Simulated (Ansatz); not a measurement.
**CH5BO2Si: one species, many methods**

Aim: compute CH5BO2Si with functionals from several rungs and with coupled cluster. The yardstick is the atomisation energy at the CCSD(T) limit.

The runs use Ansatz 0.2.0, Gaussian basis; functionals in def2-TZVPP, the program's frozen cores in correlated methods.

Levels to be run: PBE-D4, r2SCAN-D4, PBE0-D4, B3LYP-D4, ωB97X-V, ωB97M-V, B2PLYP; CCSD(T)/def2-TZVPP; MP2/def2-QZVPP; extrapolation to the limit.

## 1. The geometry

The geometry comes from an earlier relaxation with PBE0-D4 in a triple-zeta def2 set; it is a stationary point, not always the lowest conformer.

10 atoms, charge 0, spin multiplicity 1.

Atoms are counted from 1 here; the program's logs count them from 0.

Bond lengths: O1–C2 1.222 Å, C2–Si3 1.928 Å, C2–B4 1.629 Å, Si3–H6 1.482 Å, Si3–H7 1.488 Å, Si3–H8 1.488 Å, B4–O5 1.334 Å, B4–H9 1.195 Å, O5–H10 0.974 Å. Angles: O1–C2–Si3 120.6°, O1–C2–B4 115.2°, Si3–C2–B4 124.1°, C2–Si3–H6 110.6°, C2–Si3–H7 107.9°, C2–Si3–H8 107.8°, H6–Si3–H7 111.0°, H6–Si3–H8 111.0°, H7–Si3–H8 108.4°, C2–B4–O5 114.0°, C2–B4–H9 125.6°, O5–B4–H9 120.4°, B4–O5–H10 108.5°.

## 2. PBE-D4 (GGA)

The input, in.yaml:

```yaml
crystal:
  periodic: [false, false, false]
  atoms:
    - {symbol: O, position_ang: [0.135581, 1.691729, 0.112575]}
    - {symbol: C, position_ang: [0.045016, 0.475920, 0.027858]}
    - {symbol: Si, position_ang: [-0.091002, -0.612432, 1.613561]}
    - {symbol: B, position_ang: [0.048764, -0.116729, -1.489226]}
    - {symbol: O, position_ang: [0.150825, 0.817260, -2.436823]}
    - {symbol: H, position_ang: [-0.058467, 0.233380, 2.830071]}
    - {symbol: H, position_ang: [1.041090, -1.577498, 1.603808]}
    - {symbol: H, position_ang: [-1.362438, -1.380496, 1.531320]}
    - {symbol: H, position_ang: [-0.029871, -1.271713, -1.784507]}
    - {symbol: H, position_ang: [0.203602, 1.689480, -2.005838]}
basis:
  gaussian: {orbitals: def2-TZVPP}
hamiltonian: {xc: pbe, dispersion: d4}
output: {forces: true, orbitals: {seedname: orbitals}}
```

Started as:

```console
ansatz run in.yaml --threads 4 --pin off --events-out ev --progress --plain --max-ram 10444MiB
```

Further steps of the session: r2SCAN-D4 (meta-GGA); PBE0-D4 (hybrid); B3LYP-D4 (hybrid); ωB97X-V (range-separated); ωB97M-V (range-separated); B2PLYP (double hybrid); CCSD(T) in def2-TZVPP; MP2 in def2-QZVPP.

Q: Predict the results of all the runs planned. Wanted: atomisation energy, CCSD(T)/CBS; farthest; mean size of error, hybrid; mean size of error, range-separated; gap, smallest and largest; T1 diagnostic; triples share of the correlation energy.

**Answer**, as computed:

```
                               quantity                                value
        atomisation energy, CCSD(T)/CBS                        3773.2 kJ/mol
 functionals within 18.9 kJ/mol (0.5 %)           PBE0-D4, B3LYP-D4, ωB97X-V
                               farthest                PBE-D4 (+88.7 kJ/mol)
             mean size of error, hybrid                           6.9 kJ/mol
    mean size of error, range-separated                          18.9 kJ/mol
              gap, smallest and largest  1.83 eV (PBE-D4), 9.03 eV (ωB97X-V)
                          T1 diagnostic                               0.0163
triples share of the correlation energy                                3.9 %
```

PBE-D4 misses by +88.7 kJ/mol. Double hybrids carry the basis error of their MP2 part in triple zeta, and no dispersion term here, so their miss is partly the set-up's. The reference freezes the cores and leaves out relativity and excitations past (T), so misses under about 18.9 kJ/mol can't be ranked. Hartree-Fock recovers 72 % of the binding; the rest is correlation. The gap grows from 1.8 to 9.0 eV across the functionals, mostly with the share of exact exchange.
